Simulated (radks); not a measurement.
# Rb²⁺ in [Ar] 3d10 4s2 4p5: an all-electron calculation

Aim: the levels, the sizes of the orbitals and the parts of the energy of the rubidium ion Rb2+.

The numbers are computed with radks (a radial shooting solver on a logarithmic mesh, Libxc functionals) version 1 (non-relativistic Kohn-Sham, r2SCAN, spin-polarised, spherical densities, point nucleus; open shells are filled with parallel spins first), except any that are marked as measured or tabulated.

## Step 1: The atom as given

* element: rubidium (Z = 37)
* charge: +2
* electrons: 35
* configuration: [Ar] 3d10 4s2 4p5

Outer shells as boxes (Hund's rule):

Rb²⁺
```
[Ar] core
3d [↑↓][↑↓][↑↓][↑↓][↑↓]
4s [↑↓]
4p [↑↓][↑↓][↑ ]
```

## Step 2: The run

The run's settings:

```text
Z 37
configuration [Ar] 3d10 4s2 4p5
relativity non-relativistic
functional r2scan,r2scan
spin polarised
nucleus point
```

What does the calculation give?

As calculated:

```
                        quantity                     value
                    total energy       -2938.95614 hartree
exchange-correlation share of it                    3.37 %
                            −T/E                    0.9995
          highest occupied level       4p down, -33.526 eV
    most extended occupied level  4p down, <r> = 1.65 bohr
 radius at density 0.001 e/bohr³                 3.40 bohr
    maxima of the radial density                         3
         ionisation energy, NIST     39.247 (semi-emp.) eV
```

4 principal shells are occupied and 3 maxima appear in the radial density; where shells overlap, one shows as a shoulder or not at all. The ratio −T/E is 0.9995; for a non-relativistic Coulomb system it is 1 up to the kinetic part of correlation. The top level binds by 33.526 eV, 85 % of the NIST ionisation energy of 39.247 eV; the potential of a semilocal functional falls off too fast, so its top eigenvalue is too shallow. Relativity is left out here, which matters for elements this heavy. Open shells are spherical and high-spin; term and fine-structure splittings are not resolved.
